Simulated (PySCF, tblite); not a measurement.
**C6H9OP: geometry, infrared bands and NMR shifts**

Wanted: the infrared bands and NMR shifts of C6H9OP (`CC(C)c1occp1`), by calculation.

Computed with tblite 0.8.0 and PySCF 2.14.0, with density-fitted response routines of our own, on a single molecule in the gas phase. Atoms count from 0, in the outputs and in this text.

## 1. The starting structure

17 atoms, charge 0, multiplicity 1; geometry from: force field or distance geometry start.

Bonds of the start (Å): C0–C1 1.52, C1–C2 1.53, C1–C3 1.50, C3–O4 1.39, O4–C5 1.36, C5–C6 1.39, C6–P7 1.84, P7–C3 1.84, C0–H8 1.10, C0–H9 1.10, C0–H10 1.09, C1–H11 1.09, C2–H12 1.08, C2–H13 1.09, C2–H14 1.11, C5–H15 1.10, C6–H16 1.08.

## 2. Optimising the geometry with GFN2-xTB

Job settings and geometry (Å):

```
{"job": {"kind": "relax", "xc": "GFN2-xTB", "basis": "xTB"}, "charge": 0, "multiplicity": 1}
C     -1.516100     1.254700     0.526300
C     -0.964900     0.117600    -0.325200
C     -1.580500    -1.223300     0.095100
C      0.527900     0.062900    -0.217600
O      1.050400    -0.179000     1.044100
C      2.411400    -0.206100     0.990600
C      2.966500     0.004300    -0.267900
P      1.724200     0.273700    -1.597700
H     -2.605900     1.325400     0.406800
H     -1.318500     1.116000     1.597900
H     -1.092800     2.215600     0.225000
H     -1.242100     0.300800    -1.358200
H     -1.206500    -2.039100    -0.511700
H     -1.377800    -1.462700     1.137500
H     -2.680200    -1.181100    -0.035000
H      2.875900    -0.385300     1.966300
H      4.022100     0.017500    -0.492900
```

Command:

```bash
$ OMP_NUM_THREADS=1 python probes_run.py task.json out
```

One launch serves the whole session: the jobs run in the order shown.

The log of the run:

```text
step      E/eV     max force
  0    -652.73372    4.442
  1    -653.08961    2.159
  2    -653.17507    1.097
  3    -653.19358    0.358
  4    -653.19864    0.192
  5    -653.20388    0.173
  6    -653.20647    0.161
  7    -653.20863    0.114
  8    -653.20998    0.133
  9    -653.21117    0.122
 10    -653.21178    0.069
 11    -653.21203    0.036
 12    -653.21216    0.036
 13    -653.21230    0.041
 14    -653.21245    0.036
 15    -653.21255    0.027
 16    -653.21260    0.026
 17    -653.21265    0.025
 18    -653.21269    0.025
 19    -653.21274    0.021
 20    -653.21277    0.016
 21    -653.21281    0.016
 22    -653.21284    0.021
 23    -653.21290    0.024
 24    -653.21296    0.022
 25    -653.21302    0.021
 26    -653.21307    0.020
 27    -653.21310    0.013
 28    -653.21311    0.011
 29    -653.21313    0.009
```

Wall time 0.15 s (1 thread of Arm Neoverse V2, shared host).

Along the way:

```
step  energy from step 0 (eV)  largest force (eV/Å)
   0                   0.0000                4.4417
   1                  -0.3559                2.1589
   2                  -0.4414                1.0966
   3                  -0.4599                0.3579
   4                  -0.4649                0.1921
   5                  -0.4702                0.1729
   6                  -0.4728                0.1611
   7                  -0.4749                0.1139
   8                  -0.4763                0.1335
   9                  -0.4775                0.1223
  10                  -0.4781                0.0694
  11                  -0.4783                0.0365
  12                  -0.4784                0.0358
  13                  -0.4786                0.0409
  14                  -0.4787                0.0365
  15                  -0.4788                0.0269
  16                  -0.4789                0.0256
  17                  -0.4789                0.0253
  18                  -0.4790                0.0246
  19                  -0.4790                0.0212
  20                  -0.4791                0.0165
  21                  -0.4791                0.0161
  22                  -0.4791                0.0208
  23                  -0.4792                0.0239
  24                  -0.4792                0.0216
  25                  -0.4793                0.0206
  26                  -0.4794                0.0204
  27                  -0.4794                0.0132
  28                  -0.4794                0.0111
  29                  -0.4794                0.0092
```

Close pairs (by a distance rule), those that changed most:

```
  bond  before (Å)  after (Å)  change (Å)
 C3–P7       1.839      1.718      -0.121
 C6–P7       1.840      1.768      -0.072
 C3–O4       1.387      1.343      -0.044
 C5–C6       1.391      1.354      -0.037
 O4–C5       1.362      1.333      -0.029
C2–H14       1.108      1.087      -0.021
C5–H15       1.095      1.076      -0.019
 C0–H8       1.099      1.087      -0.011
```

The end geometry stands in the next job.

## 3. Vibrational analysis with GFN2-xTB

Job settings and geometry (Å):

```
{"job": {"kind": "ir", "xc": "GFN2-xTB", "basis": "xTB"}, "charge": 0, "multiplicity": 1}
C     -1.515484     1.259226     0.528689
C     -0.967961     0.115952    -0.328882
C     -1.580212    -1.221257     0.094483
C      0.525465     0.058565    -0.223027
O      1.044114    -0.169791     0.994559
C      2.376598    -0.197466     0.961058
C      2.932424     0.003968    -0.257371
P      1.680050     0.251580    -1.480140
H     -2.595529     1.323935     0.422606
H     -1.277682     1.088966     1.576336
H     -1.077919     2.206748     0.221379
H     -1.209991     0.306412    -1.380019
H     -1.189287    -2.028774    -0.520925
H     -1.341630    -1.429771     1.134994
H     -2.661370    -1.191149    -0.016121
H      2.862535    -0.376432     1.904356
H      3.988880     0.011317    -0.448606
```

The log of the run:

```text
mode    cm-1     km/mol
  1      37.2      0.10
  2     122.7      0.45
  3     175.3      0.40
  4     206.7      0.02
  5     242.0      0.27
  6     288.2      0.16
  7     313.5      0.65
  8     444.8      0.05
  9     494.5      2.35
 10     561.1      2.91
 11     584.0      2.40
 12     730.2      4.60
 13     755.9      9.13
 14     766.2     10.08
 15     809.7      0.77
 16     862.5      5.79
 17     927.8      2.94
 18     947.4      2.11
 19     982.8      0.07
 20    1043.6     31.43
 21    1061.3      3.12
 22    1131.0     64.17
 23    1131.5      2.31
 24    1163.0      3.63
 25    1193.6     16.56
 26    1247.5      0.61
 27    1279.2     55.08
 28    1301.3      2.39
 29    1351.3      2.44
 30    1398.6      4.46
 31    1413.4      0.43
 32    1490.5      2.49
 33    1492.4      0.30
 34    1493.3     21.64
 35    1499.3      1.54
 36    1504.1      4.97
 37    2938.8     25.76
 38    3030.8     25.68
 39    3034.2     18.62
 40    3035.2      0.36
 41    3038.6     68.13
 42    3039.4     22.53
 43    3042.1     48.37
 44    3117.9     11.91
 45    3144.4      9.99
```

Wall time 0.44 s (1 thread of Arm Neoverse V2, shared host).

The strongest bands and the atoms that carry them (share of the mass-weighted mode):

```
cm⁻¹  km/mol                                 atoms
1044    31.4  O4 17 %, H16 14 %, H11 14 %, C3 11 %
1131    64.2                     C3 26 %, H15 16 %
1279    55.1            C3 33 %, H15 15 %, C5 13 %
2939    25.8                              H11 92 %
3031    25.7                    H10 36 %, H12 31 %
3039    68.1  H14 30 %, H9 28 %, H8 19 %, H13 13 %
3039    22.5  H13 29 %, H8 21 %, H12 13 %, H9 12 %
3042    48.4  H9 26 %, H13 25 %, H8 24 %, H14 20 %
```

## 4. NMR shieldings: PBE0/pcSseg-1

Settings changed since step 3:

```diff
@@ -1,2 +1,2 @@
-{"job": {"kind": "ir", "xc": "GFN2-xTB", "basis": "xTB"}, "charge": 0, "multiplicity": 1}
+{"job": {"kind": "nmr", "xc": "PBE0", "basis": "pcSseg-1"}, "charge": 0, "multiplicity": 1}
 C     -1.515484     1.259226     0.528689
```

With the program's defaults for keys left out, this is: GIAO PBE0/pcSseg-1 NMR shielding, non-relativistic, gas phase.

The log of the run:

```text
coarse grid: 14808 points
cycle   1  E = -649.9580317110  dE =  1.244e+00  |g| = 4.841e-01  |ddm| = 3.823e+00
cycle   2  E = -649.9386845843  dE =  1.935e-02  |g| = 5.847e-01  |ddm| = 7.520e-01
cycle   3  E = -650.0108962725  dE = -7.221e-02  |g| = 8.306e-02  |ddm| = 4.276e-01
cycle   4  E = -650.0120650715  dE = -1.169e-03  |g| = 3.766e-02  |ddm| = 9.922e-02
cycle   5  E = -650.0123273594  dE = -2.623e-04  |g| = 1.332e-02  |ddm| = 3.724e-02
cycle   6  E = -650.0123649725  dE = -3.761e-05  |g| = 5.039e-03  |ddm| = 1.644e-02
cycle   7  E = -650.0123712303  dE = -6.258e-06  |g| = 1.728e-03  |ddm| = 6.259e-03
final grid: 138736 points
cycle   8  E = -650.0716684725  dE = -3.016e-05  |g| = 1.354e-02  |ddm| = 3.259e-02
cycle   9  E = -650.0716066149  dE =  6.186e-05  |g| = 2.115e-02  |ddm| = 2.822e-02
cycle  10  E = -650.0717090103  dE = -1.024e-04  |g| = 2.709e-03  |ddm| = 1.924e-02
cycle  11  E = -650.0717108474  dE = -1.837e-06  |g| = 5.321e-04  |ddm| = 2.770e-03
cycle  12  E = -650.0717109020  dE = -5.454e-08  |g| = 2.228e-04  |ddm| = 5.590e-04
cycle  13  E = -650.0717109123  dE = -1.031e-08  |g| = 5.955e-05  |ddm| = 2.509e-04
cycle  14  E = -650.0717109132  dE = -9.718e-10  |g| = 1.990e-05  |ddm| = 9.928e-05
converged SCF energy = -650.0717109132

GIAO shielding tensors (ppm)
atom      isotropic    diamagn.    paramagn.     s11        s22        s33       span
  0 C      161.521     247.137     -85.617    146.626    152.856    185.081     38.455
  1 C      148.622     242.902     -94.280    135.668    149.465    160.733     25.065
  2 C      161.569     247.210     -85.641    146.747    152.871    185.089     38.342
  3 C      -28.492     261.774    -290.266   -188.730     14.704     88.549    277.279
  4 O      -11.647     399.799    -411.446   -228.405    -58.548    252.013    480.418
  5 C       34.034     250.983    -216.948    -55.683     55.497    102.288    157.971
  6 C       55.849     268.551    -212.703    -49.718     57.694    159.569    209.287
  7 P      213.004     970.119    -757.115     19.739    154.510    464.764    445.025
  8 H       30.422      29.556       0.866     26.456     27.505     37.304     10.848
  9 H       30.114      30.534      -0.420     25.833     29.614     34.896      9.064
 10 H       30.375      29.871       0.503     26.192     28.599     36.333     10.141
 11 H       28.266      31.827      -3.561     24.147     27.753     32.898      8.750
 12 H       30.374      29.966       0.408     26.195     28.589     36.338     10.142
 13 H       30.112      30.604      -0.492     25.821     29.618     34.896      9.074
 14 H       30.422      29.620       0.802     26.453     27.509     37.303     10.850
 15 H       23.628      29.675      -6.047     20.015     24.734     26.136      6.121
 16 H       24.553      31.255      -6.702     23.118     23.954     26.589      3.471
```

Wall time 25 s (1 thread of Arm Neoverse V2, shared host); peak memory 0.84 GiB.

Shifts follow as δ = σ(reference) − σ, with reference shieldings (ppm) from runs at the same level and on the same kind of geometry: 1H TMS 31.72, 13C TMS 186.9, 17O H2O 336.1, 31P H3PO4 318.4. The references are single molecules in the gas phase, so shifts against H2O, NH3, PH3, H3PO4 or CFCl3 are not on the usual liquid scales and can be off by tens of ppm. Atoms listed in one row are averaged.

```
                     atoms                                          environment  σ (ppm)  δ (ppm)  δ scaled to CDCl3
                        C3  substituted aromatic carbon next to the ring oxygen    -28.5    215.4              208.3
                        C5                  aromatic CH next to the ring oxygen     34.0    152.9              147.3
                        C6                                          aromatic CH     55.8    131.1              126.0
                        C1                           sp3 CH on an aromatic ring    148.6     38.3               35.5
                    C0, C2                                        methyl carbon    161.5     25.4               22.9
                       H15   hydrogen on an aromatic CH next to the ring oxygen    23.63     8.09               7.73
                       H16                           hydrogen on an aromatic CH    24.55     7.16               6.86
                       H11            hydrogen on an sp3 CH on an aromatic ring    28.27     3.45               3.36
H8, H9, H10, H12, H13, H14                          hydrogen on a methyl carbon    30.30     1.41               1.44
                        O4                                 aromatic ring oxygen    -11.6    347.7                  –
                        P7       phosphorus bonded to 2 C, in a 5-membered ring    213.0    105.4                  –
```

The scaled column applies a straight-line fit of computed shieldings to shifts measured in CDCl3 (root-mean-square error 0.16 ppm for H, 1.9 ppm for C).

Charges from the same density, by scheme (e):

```
 atoms  Mulliken    IAO  Hirshfeld  ESP fit
C0, C2     -0.20  -0.42      -0.12    -0.38
    C1     -0.30  -0.10      -0.03     0.14
    C3     -0.12  -0.05       0.02     0.14
    O4     -0.34  -0.21      -0.04     0.02
    C5      0.21   0.02       0.01    -0.39
    C6     -0.47  -0.43      -0.15     0.01
    P7      0.37   0.25       0.02    -0.22
```

Mayer bond orders: C0–C1 1.02, C1–C2 1.02, C1–C3 0.98, C3–O4 1.04, O4–C5 1.09, C5–C6 1.62, C6–P7 1.13, P7–C3 1.53.

Ring of atoms C3, O4, C5, C6, P7: NICS(0) -11.3, NICS(1) -10.7, NICS(1)zz -25.1 ppm (means of both faces).

## 5. Outcome

```
                                                               quantity                                value
                              strongest single infrared mode (GFN2-xTB)                 3039 cm⁻¹, 68 km/mol
                                           zero-point energy (GFN2-xTB)                        85.6 kcal/mol
13C shifts against TMS (PBE0/pcSseg-1, means over atoms taken as alike)  215.4, 152.9, 131.1, 38.3, 25.4 ppm
 1H shifts against TMS (PBE0/pcSseg-1, means over atoms taken as alike)           8.09, 7.16, 3.45, 1.41 ppm
                                 17O shifts against H2O (PBE0/pcSseg-1)                            347.7 ppm
                               31P shifts against H3PO4 (PBE0/pcSseg-1)                            105.4 ppm
```

**Reading.** Relaxing lowered the energy by 0.479 eV in 29 steps; the close pair that moved most is C3–P7, from 1.839 to 1.718 Å. No mode is imaginary among the 45: a minimum at this level. Unscaled tight-binding wavenumbers are off by several per cent, some by more. Its intensities can rank the bands wrongly. At PBE0/pcSseg-1: The widest tensor belongs to O4: span 480 ppm, with a paramagnetic part of -411 ppm. NICS(1)zz of -25 ppm above the planar ring from C3 marks a diatropic (aromatic) ring current.
